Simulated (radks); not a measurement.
**Excited configurations of Nb²⁺**

The task here is to estimate one member of a computed series from the others.

The numbers are computed with radks (a radial shooting solver on a logarithmic mesh, Libxc functionals) version 1 (scalar-relativistic Kohn-Sham, PBE, spin-polarised, spherical densities, point nucleus; open shells are filled with parallel spins first), except any that are marked as measured or tabulated.

### The system

```
element       : niobium (Z = 41)
charge        : +2
electrons     : 39
configuration : [Kr] 4d3
```

Outer shells as boxes (Hund's rule):

Nb²⁺
```
[Kr] core
4d [↑ ][↑ ][↑ ][  ][  ]
```

Set-up of the first run:

The run's settings:

```text
Z 41
configuration [Kr] 4d3
relativity scalar-relativistic
functional pbe,pbe
spin polarised
nucleus point
c 137.035999084
```

Steps of the session up to this table: Ground configuration: [Kr] 4d3.

One of the session's tables, all rows but one given; the rest of the session is left out.

It belongs to the step «Ground configuration: [Kr] 4d3». Sizes of the orbitals, from the radial functions (bohr):

| level | <r> | outermost maximum (interpolated) | 90 % within | nodes |
| --- | --- | --- | --- | --- |
| 3d up | 0.4330 | 0.335 | 0.694 | 0 |
| 3d down | 0.4329 | 0.335 | 0.694 | 0 |
| 4s up | ? | ? | ? | ? |
| 4s down | 1.151 | 1.03 | 1.68 | 3 |
| 4p up | 1.295 | 1.13 | 1.92 | 2 |
| 4p down | 1.286 | 1.12 | 1.91 | 2 |
| 4d up | 1.841 | 1.45 | 2.89 | 1 |
| 4d down | 1.856 | 1.43 | 2.93 | 1 |

Q: Estimate the row for 4s up from the others.

As computed: <r>: 1.158; outermost maximum (interpolated): 1.03; 90 % within: 1.69; nodes: 3. In the column «<r>» it lies between 4s down (1.151) and 4p down (1.286).

To keep in mind: Open shells are spherical and high-spin; term and fine-structure splittings are not resolved.
